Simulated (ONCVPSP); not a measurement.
**F: generating and testing an ONCV potential**

Do these settings give a usable potential? It is generated, then checked for transferability, scattering, ghosts and hardness.

The numbers are computed with ONCVPSP 4.0.1.1 (patched build) (PBE, scalar-relativistic, spin-unpolarised reference atom).

**1. Settings**

Typed settings, in words:

```
element                 : fluorine (F, Z = 9)
type                    : optimised norm-conserving Vanderbilt (ONCV)
frozen core             : [He]
valence charge          : 7
reference configuration : 2s1.75 2p5.25
partial waves           : 2s: rc 0.65 bohr, ncon 3, nbas 8, qcut 11.7 1/bohr, 3 projectors, debl 2.8 Ha; 2p: rc 1.50 bohr, ncon 4, nbas 7, qcut 10.3 1/bohr, 1 projector
local potential         : polynomial inside 0.55 bohr (lpopt 1, dvloc0 0 Ha)
core correction         : Teter function fitted to the true core (icmod 2), fcfact 0.25
```

The nodes and maxima of the atom's own shells, from an earlier all-electron run, set the scale for the radii.

All-electron outer shells of the reference configuration (PBE, scalar-relativistic, ld1.x):

```
shell  level (eV)  outermost node (bohr)  outermost maximum (bohr)
   1s     -663.53                      –                      0.11
   2s      -30.02                   0.24                      0.76
   2p      -11.22                      –                      0.71
```

**2. Generating the potential**

File F.dat:

```
# ATOM AND REFERENCE CONFIGURATION
# atsym  z   nc   nv     iexc    psfile
  F 9.00    1    2        4      upf
#
#   n    l    f
    1    0    2.00
    2    0    1.75
    2    1    5.25
#
# PSEUDOPOTENTIAL AND OPTIMIZATION
# lmax
    1
#
#   l,   rc,      ep,       ncon, nbas, qcut
    0    0.65    0.00    3    8   11.70
    1    1.50    0.00    4    7   10.30
#
# LOCAL POTENTIAL
# lloc, lpopt,  rc(5),   dvloc0
    4    1    0.55    0.00
#
# VANDERBILT-KLEINMAN-BYLANDER PROJECTORs
# l, nproj, debl
    0    3    2.80
    1    1    1.90
#
# MODEL CORE CHARGE
# icmod, fcfact, rcfact
    2    0.25    0.75
#
# LOG DERIVATIVE ANALYSIS
# epsh1, epsh2, depsh
   -3.00    5.00    0.02
#
# OUTPUT GRID
# rlmax, drl
    6.00    0.01
#
# TEST CONFIGURATIONS
# ncnf
    4
# nvcnf
#   n    l    f
    2
    2    0    2.00
    2    1    5.00
#
    2
    2    0    2.00
    2    1    4.00
#
    2
    2    0    2.00
    2    1    3.00
#
    2
    2    0    2.00
    2    1    2.00
#
```

Command:

```bash
$ oncvpsp.x < F.dat > F.out
```

Q: Predict the outcome of this session. Wanted: cutoffs for 1 and 0.1 mHa per electron, occupied waves; bound ghosts; GHOST(+) flags; largest test error; largest phase difference near zero energy, channels read; rms error of d²Exc/dn², without and with the model core.

As calculated:

```
                                                quantity                   value
  cutoffs for 1 and 0.1 mHa per electron, occupied waves         56 Ha and 71 Ha
                                            bound ghosts         s at -497.63 eV
                                          GHOST(+) flags           s at 13370 eV
                            largest test error (AE − PS)  +1026 meV, for 2s2 2p2
largest phase difference near zero energy, channels read               0.005 rad
 rms error of d²Exc/dn², without and with the model core       1.82 and 1.82 mHa
```

**Reading.** A bound ghost (s) makes it unfit for use: electrons can fall into a state that the atom doesn't have. By total energies transferability is poor: the largest error is 1026 meV on 113.7 eV, for 2s2 2p2. That test lies far up in energy; among those under 40 eV, nearer to bonding, the largest error is 43 meV. By its cutoff, 56 Ha for the looser tolerance, it is hard. At the looser tolerance the 2s wave is the slowest; 2p needs 34 Ha. Near zero energy the phases of the channels with partial waves agree within 0.005 rad. The program also flags highly localised states, GHOST(+) (s).
